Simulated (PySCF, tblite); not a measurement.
**CH7BF2GeSi: geometry, infrared bands and NMR shifts**

Wanted: the infrared bands and NMR shifts of CH7BF2GeSi (`FB(F)[SiH2][CH2][GeH3]`), by calculation.

Programs: tblite 0.8.0 and PySCF 2.14.0, with density-fitted response routines of our own. Each step states its level of theory. These are calculated values for one molecule in the gas phase, unless marked as measured. Atoms are numbered from 0 throughout.

## (1) The starting structure

13 atoms, charge 0, multiplicity 1; geometry from: force field or distance geometry start.

Bonds of the start (Å): F0–B1 1.44, B1–F2 1.45, B1–Si3 1.92, Si3–C4 1.87, C4–Ge5 1.95, Si3–H6 1.49, Si3–H7 1.46, C4–H8 1.11, C4–H9 1.11, Ge5–H10 1.53, Ge5–H11 1.56, Ge5–H12 1.54.

## (2) Optimising the geometry with GFN2-xTB

Job settings and geometry (Å):

```
{"job": {"kind": "relax", "xc": "GFN2-xTB", "basis": "xTB"}, "charge": 0, "multiplicity": 1}
F      1.654400     1.756500    -0.752700
B      2.006300     0.696200     0.156000
F      2.870700     1.016800     1.281300
Si     0.938500    -0.897000     0.160700
C     -0.598100    -0.666800    -0.878100
Ge    -1.719900     0.554400     0.141100
H      0.440800    -1.098000     1.546900
H      1.654800    -2.101300    -0.251900
H     -0.314500    -0.198600    -1.839900
H     -1.069500    -1.665900    -0.993700
H     -3.218600     0.296400    -0.036600
H     -1.372700     0.319700     1.647400
H     -1.276600     1.988000    -0.198400
```

Run with:

```console
$ OMP_NUM_THREADS=1 python probes_run.py task.json out
```

One launch serves the whole session: the jobs run in the order shown.

**Question.** This job is followed by: GFN2-xTB harmonic vibrations, gas phase; GIAO PBE0/pcSseg-1 NMR shielding, non-relativistic, gas phase. Predict these results of the whole session: strongest single infrared mode (GFN2-xTB); zero-point energy (GFN2-xTB); ¹³C shifts against TMS (PBE0/pcSseg-1); ¹H shifts against TMS (PBE0/pcSseg-1, means over atoms taken as alike); ¹⁹F shifts against CFCl3 (PBE0/pcSseg-1, means over atoms taken as alike); ¹¹B shifts against BF3·OEt2 (PBE0/pcSseg-1); ²⁹Si shifts against TMS (PBE0/pcSseg-1); ⁷³Ge shifts against GeMe4 (PBE0/pcSseg-1).

As calculated:

| quantity | value |
| --- | --- |
| strongest single infrared mode (GFN2-xTB) | 2051 cm⁻¹, 400 km/mol |
| zero-point energy (GFN2-xTB) | 46.5 kcal/mol |
| ¹³C shifts against TMS (PBE0/pcSseg-1) | -18.7 ppm |
| ¹H shifts against TMS (PBE0/pcSseg-1, means over atoms taken as alike) | 4.06, 3.69, 0.02 ppm |
| ¹⁹F shifts against CFCl3 (PBE0/pcSseg-1, means over atoms taken as alike) | -14.3 ppm |
| ¹¹B shifts against BF3·OEt2 (PBE0/pcSseg-1) | 31.3 ppm |
| ²⁹Si shifts against TMS (PBE0/pcSseg-1) | -86.7 ppm |
| ⁷³Ge shifts against GeMe4 (PBE0/pcSseg-1) | -227 ppm |

What this shows: The optimisation took 173 steps and gained 0.965 eV; among the close pairs (by a distance rule), B1–F2 changed most, from 1.455 to 1.318 Å. All 33 modes are real, so the xTB geometry is a minimum. The strongest single mode, at 2051 cm⁻¹, moves mainly H11. GFN2-xTB is a fitted tight-binding method: band positions and strengths are rough. Its intensities can rank the bands wrongly. At PBE0/pcSseg-1: The largest span, 370 ppm, is at F0, F2, where the paramagnetic term is -284 ppm. Spin-orbit coupling is left out, which matters for shieldings and couplings at and beside the heavy atoms.
